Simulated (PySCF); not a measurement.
# Al2H3Cl3: geometry, spin-spin couplings

Wanted: the spin-spin couplings of Al2H3Cl3 (`[Cl][AlH-]1[Cl+][AlH2-][Cl+]1`), by calculation.

The runs use PySCF 2.14.0, with density-fitted response routines of our own; the level of theory stands in each step. All values are computed, except where a source is named. Atoms count from 0, in the outputs and in this text.

## 1. Starting geometry

8 atoms, charge 0, multiplicity 1; geometry from: GFN2-xTB. The atoms were then displaced at random by about 0.01 Å, so the start is not that level's minimum.

Bonds of the start (Å): Cl0–Al1 1.99, Al1–Cl2 2.21, Cl2–Al3 2.22, Al3–Cl4 2.21, Cl4–Al1 2.23, Al1–H5 1.52, Al3–H6 1.53, Al3–H7 1.53.

## 2. Optimising the geometry at PBE0-D3(BJ)/def2-SVP

The job: settings as JSON, then the geometry in Å.

```
{"job": {"xc": "PBE0", "basis": "def2-SVP", "d3": "d3bj", "grid": 1, "shake": 0.01, "kind": "geom"}, "charge": 0, "multiplicity": 1}
Cl    -3.014250     0.947380     0.341110
Al    -1.512810    -0.265340    -0.133300
Cl     0.007250    -0.509530     1.451110
Al     1.612370     0.225390     0.105220
Cl     0.066390     0.636550    -1.421270
H     -1.677950    -1.662950    -0.694510
H      2.108590     1.564260     0.657190
H      2.465550    -0.954900    -0.358010
```

The run is started by

```
$ OMP_NUM_THREADS=1 python probes_run.py task.json out
```

The driver reads the jobs from task.json and runs them one after another.

**Question.** This job is followed by: B3LYP/6-31G* indirect spin-spin coupling, non-relativistic, gas phase. What will the session give for the following? rotational constants (main isotopes); largest coupling of the table (B3LYP/6-31G*).

**Answer**, as computed:

| quantity | value |
| --- | --- |
| rotational constants (main isotopes) | 2.18, 1.13, 0.86 GHz |
| largest coupling of the table (B3LYP/6-31G*) | 1J(Al,H) Al1–H5, 408.5 Hz |

The start of the PBE0/def2-SVP relaxation was shaken at random by about 0.01 Å, so part of the energy gained, and of the first lengths quoted, undoes that. Over 12 steps the energy fell by 0.423 eV; of the close pairs, Al3–Cl4 changed most, 2.211 to 2.322 Å. No frequency check was run at this level, so the end point may be a saddle. Of the pairs tabulated at B3LYP/6-31G*, Al1–H5 couples most strongly (408.5 Hz; Fermi contact 408.1 Hz). Couplings from bases without tight functions are rough.
